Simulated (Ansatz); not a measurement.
COSe, SMILES O=C=[Se], the energy of protonation at one site

With the Ansatz DFT code, driven from Python.

Typed at the interpreter:
```pycon
>>> import ansatz as az
>>> import numpy as np
>>> system = (
...     az.Crystal.molecule()
...     .atom("O", (-0.8568, 1.0123, -0.3674))
...     .atom("C", (-0.1373, 0.1426, -0.0567))
...     .atom("Se", (0.9831, -1.2198, 0.4109))
... )
>>> job = system.calculation().basis(gaussian="def2-SVP").correlation("MP2")
>>> symbols = [site.symbol for site in system.cartesian_sites]
>>> start = np.array([site.position_ang for site in system.cartesian_sites], dtype=float)
>>> data = job.relax(force_tolerance=0.01, max_steps=100).run(threads=1, pin="off").report
>>> end = np.array(data["positions_ang"])
>>> away = sum((end[0] - end[j]) / np.linalg.norm(end[0] - end[j]) for j in [1]) + np.array([0.15, 0.1, -0.2])
>>> proton = end[0] + 1.0 * away / np.linalg.norm(away)
>>> acid = az.Crystal.molecule()
>>> for symbol, place in zip(symbols, end):
...     acid = acid.atom(symbol, place.tolist())
...
>>> acid = acid.atom("H", proton.tolist())
>>> protonated = (
...     acid.calculation()
...     .basis(gaussian="def2-SVP")
...     .correlation("MP2")
...     .charge(1)
...     .relax(force_tolerance=0.01, max_steps=80)
... )
>>> after = protonated.run(threads=1, pin="off").report
>>> xyz = np.array(after["positions_ang"])
>>> reach = np.linalg.norm(xyz[:-1] - xyz[-1], axis=1)
>>> print(f"base {data['free_energy_ev']:.5f} eV, protonated {after['free_energy_ev']:.5f} eV")
base -68374.97753 eV, protonated -68381.58441 eV
>>> print(f"the proton ends {reach.min():.3f} A from {symbols[reach.argmin()]}{reach.argmin()}")
the proton ends 0.986 A from O0
>>> print(f"electronic proton affinity {(data['free_energy_ev'] - after['free_energy_ev']):.3f} eV")
electronic proton affinity 6.607 eV
```

Notes:
- Total energies depend on the basis set; only differences at equal settings carry meaning.
- The proton is put on one chosen atom, which needn't be the most basic site, so the molecule's proton affinity can be higher; the ends are stationary points, not checked by frequencies, and zero-point and thermal terms count only where printed.
- Hardware and time: 29 s on 1 thread of Arm Neoverse V1, on a shared host, peak memory 0.2 GiB.
